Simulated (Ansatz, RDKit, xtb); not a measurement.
# Si2N3H9: which of the isomers drawn lies lowest?, part 2 of 2

A sample of isomers of Si2N3H9 is drawn. Aim: find which of them has the lowest free energy at 298.15 K, then its properties. The sample is small against all isomers, and the most stable one of this formula need not be in it.

xtb, Ansatz and PySCF; isolated molecules.

### 10 c798d at MP2/def2-TZVPP

input.yaml

```yaml
crystal:
  periodic: [false, false, false]
  atoms:
    - {symbol: N, position_ang: [0.605673, 1.350200, -1.060373]}
    - {symbol: N, position_ang: [-0.484385, -0.539197, -2.723194]}
    - {symbol: "N", position_ang: [0.628574, -1.121705, 0.045567]}
    - {symbol: Si, position_ang: [0.744826, -0.322612, -1.511598]}
    - {symbol: Si, position_ang: [-0.290277, -0.526126, 1.415271]}
    - {symbol: H, position_ang: [1.203784, 1.736093, -0.326543]}
    - {symbol: H, position_ang: [0.404626, 2.044719, -1.782574]}
    - {symbol: H, position_ang: [1.994071, -0.858991, -2.164808]}
    - {symbol: H, position_ang: [-0.415614, -1.346086, -3.347252]}
    - {symbol: H, position_ang: [-1.461699, -0.357576, -2.478440]}
    - {symbol: H, position_ang: [1.075746, -2.035631, 0.154423]}
    - {symbol: H, position_ang: [-0.363052, -1.642749, 2.425102]}
    - {symbol: H, position_ang: [-1.693787, -0.130936, 1.037109]}
    - {symbol: H, position_ang: [0.342202, 0.661966, 2.098502]}
basis:
  gaussian:
    orbitals: def2-TZVPP
magnetization:
  spin_polarized: false
correlation:
  method: mp2
  frozen_orbitals: {"N": 1, Si: 5, H: 0}
```

Started as:

```sh
ansatz run input.yaml --threads 2 --pin off --max-ram 5220MiB --events-out events.jsonl --progress --plain --runs-dir runs
```

Log:

```text
Warning: RAYON_NUM_THREADS=2 ignored (pool sized by the plan → 2); use --threads N
Functional definition: HF
  name "HF"
  exchange = exact_x
  correlation = 0
1749 factors; integrals over basis functions are off by at most 1.0e-3 eV
mean field evaluation 1: about -20311.5628 eV, gradient 5.4e1 eV
mean field evaluation 2: about -20311.8090 eV, gradient 5.5e1 eV
mean field evaluation 4: about -20318.0530 eV, gradient 4.1e0 eV
mean field evaluation 8: about -20318.1282 eV, gradient 3.0e-1 eV
mean field -20318.12850316 eV, -746.6774503688 hartree, gradient 2.9e-6 eV, S^2 0.000000; 0 other end points of the search recorded, 0 dependent functions left out
13 core orbitals not correlated: weight in the atoms' cores, before any rotation towards them, 1.000 or more for the frozen orbitals, at most 0.000 for the correlated occupied ones
reference -20318.12850316 eV, -746.6774503688 hartree; 16, 16 occupied and 274, 274 virtual orbitals, 1749 factors
second order -24.40588154 eV of doubles, -0.00000000 eV of singles
Total energy: -20342.53438470 eV, -747.5743499725 hartree
```

It took 23 s on 2 threads of Intel Xeon at 2.50GHz (Skylake/Cascade Lake), shared host; peak memory 0.87 GiB.

### 11 c081b at CCSD(T)/def2-SVP

input.yaml

```yaml
basis:
  gaussian: {orbitals: def2-SVP}
crystal:
  periodic: [false, false, false]
  atoms:
    - {symbol: N, position_ang: [2.981326, 1.510753, 2.366799]}
    - {symbol: N, position_ang: [2.604677, -0.730703, 0.641849]}
    - {symbol: N, position_ang: [-0.119308, -1.476464, -0.405405]}
    - {symbol: Si, position_ang: [3.401760, 0.814924, 0.823849]}
    - {symbol: Si, position_ang: [1.600419, -1.346089, -0.665526]}
    - {symbol: H, position_ang: [3.646266, 2.151369, 2.807011]}
    - {symbol: H, position_ang: [2.020027, 1.810103, 2.548605]}
    - {symbol: H, position_ang: [4.907029, 0.739526, 0.880759]}
    - {symbol: H, position_ang: [3.004758, 1.580625, -0.415083]}
    - {symbol: H, position_ang: [2.724554, -1.359291, 1.445397]}
    - {symbol: H, position_ang: [1.819891, -0.395696, -1.804416]}
    - {symbol: H, position_ang: [2.029544, -2.752301, -0.983033]}
    - {symbol: H, position_ang: [-0.477825, -2.263370, 0.141405]}
    - {symbol: H, position_ang: [-0.662211, -0.632610, -0.202781]}
correlation: {method: ccsd_t, frozen_orbitals: {"N": 1, Si: 5, H: 0}}
```

Started as:

```sh
ansatz run input.yaml --threads 2 --pin off --max-ram 5220MiB --events-out events.jsonl --progress --plain --runs-dir runs
```

Log (excerpt; [...] marks lines left out):

```text
Warning: RAYON_NUM_THREADS=2 ignored (pool sized by the plan → 2); use --threads N
Functional definition: HF
  name "HF"
[...]
1229 factors; integrals over basis functions are off by at most 1.2e-3 eV
[...]
mean field -20306.58834986 eV, -746.2533575574 hartree, gradient 2.5e-6 eV, S^2 0.000000; 0 other end points of the search recorded, 0 dependent functions left out
13 core orbitals not correlated: weight in the atoms' cores, before any rotation towards them, 1.000 or more for the frozen orbitals, at most 0.000 for the correlated occupied ones
reference -20306.58834986 eV, -746.2533575574 hartree; 16, 16 occupied and 94, 94 virtual orbitals, 1229 factors
second order -19.36839369 eV of doubles, -0.00000000 eV of singles
cycle   1  -20.36581015 eV  change    -1.0e0 eV  update   9.8e-2
[...]
cycle   9  -21.02115803 eV  change    1.4e-6 eV  update   1.5e-5
perturbative correction -0.54107038 eV, -0.0198839697 hartree
Total energy: -20328.15057827 eV, -747.0457548359 hartree
```

Wall time 27 s (2 threads of Intel Xeon at 2.50GHz (Skylake/Cascade Lake), shared host); peak memory 0.68 GiB.

### 12 Free energies and the winner

Energies in kcal/mol from c798d; G adds the thermal terms to the CCSD(T)/def2-SVP + MP2/def2-TZVPP - MP2/def2-SVP energy. The columns left of the relaxed level are at the tight-binding geometries.

| label | SMILES | spin | GFN2-xTB | HF/STO-3G | r2SCAN-D4/def2-SVP | PBE-D3(BJ)/def2-SVP | HF/def2-SVP | MP2/def2-SVP | CCSD(T)/def2-SVP + MP2/def2-TZVPP - MP2/def2-SVP | G | share at equilibrium | T1 |
| --- | --- | --- | --- | --- | --- | --- | --- | --- | --- | --- | --- | --- |
| c798d | N[SiH](N)N[SiH3] | singlet | 0.0 | 0.0 | 0.0 | 0.0 | 0.0 | 0.0 | 0.0 | 0.0 | 99.7 % | 0.011 |
| c081b | N[SiH2]N[SiH2]N | singlet | -0.8 | 4.0 | 5.4 | 3.3 | 3.0 | 3.5 | 3.0 | 3.5 | 0.3 % | 0.011 |
| c177b | N[SiH2]N(N)[SiH3] | singlet | 33.3 | 38.2 | 55.0 | 50.2 | 57.0 | 55.4 | 59.3 | 58.9 | < 0.1 % | 0.011 |

Lowest found: c798d, `N[SiH](N)N[SiH3]`, a singlet. Bond lengths: N1–Si4 1.738 Å, N2–Si4 1.739 Å, N3–Si4 1.754 Å, N3–Si5 1.754 Å, N1–H6 1.022 Å, N1–H7 1.022 Å, Si4–H8 1.508 Å, N2–H9 1.022 Å, N2–H10 1.024 Å, N3–H11 1.023 Å, Si5–H12 1.507 Å, Si5–H13 1.506 Å, Si5–H14 1.509 Å. Some angles: N1–Si4–N2 104.1°, N1–Si4–N3 101.7°, N2–Si4–N3 121.0°, Si4–N3–Si5 125.0°, N1–Si4–H8 121.4°, N2–Si4–H8 103.8°, N3–Si4–H8 106.1°, Si4–N1–H6 120.2°, Si4–N1–H7 119.1°, Si4–N2–H9 118.4°.

```xyz
14

N     0.6057    1.3502   -1.0604
N    -0.4844   -0.5392   -2.7232
N     0.6286   -1.1217    0.0456
Si    0.7448   -0.3226   -1.5116
Si   -0.2903   -0.5261    1.4153
H     1.2038    1.7361   -0.3265
H     0.4046    2.0447   -1.7826
H     1.9941   -0.8590   -2.1648
H    -0.4156   -1.3461   -3.3473
H    -1.4617   -0.3576   -2.4784
H     1.0757   -2.0356    0.1544
H    -0.3631   -1.6427    2.4251
H    -1.6938   -0.1309    1.0371
H     0.3422    0.6620    2.0985
```

### 13 Outcome

What follows sums up all 2 parts.

| quantity | value |
| --- | --- |
| lowest structure found | N[SiH](N)N[SiH3], singlet |
| next finalist | N[SiH2]N[SiH2]N, singlet, 3.5 kcal/mol higher in G |
| share at equilibrium, among the finalists | 99.7 % |
| funnel | 12 starts, 11 minima at GFN2-xTB, 8 screening runs, 3 relaxed, 3 ranked |
| CPU time of all runs | 12 min |

The search ends on `N[SiH](N)N[SiH3]`. Among the finalists first place is clear (3.5 kcal/mol); structures outside the list aren't covered. HF/STO-3G, r2SCAN-D4/def2-SVP, PBE-D3(BJ)/def2-SVP, HF/def2-SVP and MP2/def2-SVP already put its bonding pattern lowest among the structures in one piece; GFN2-xTB favours the singlet N[SiH2]N[SiH2]N (c081a, not a finalist). The largest share of the time went into the relaxations (44 %). 5 minima inside the window were never screened. Lowest found is not proven lowest: the search is finite, and each finalist counts with one conformer. Only 3 drawn patterns were tried, so whole families of isomers are missing, and the result ranks this sample alone.
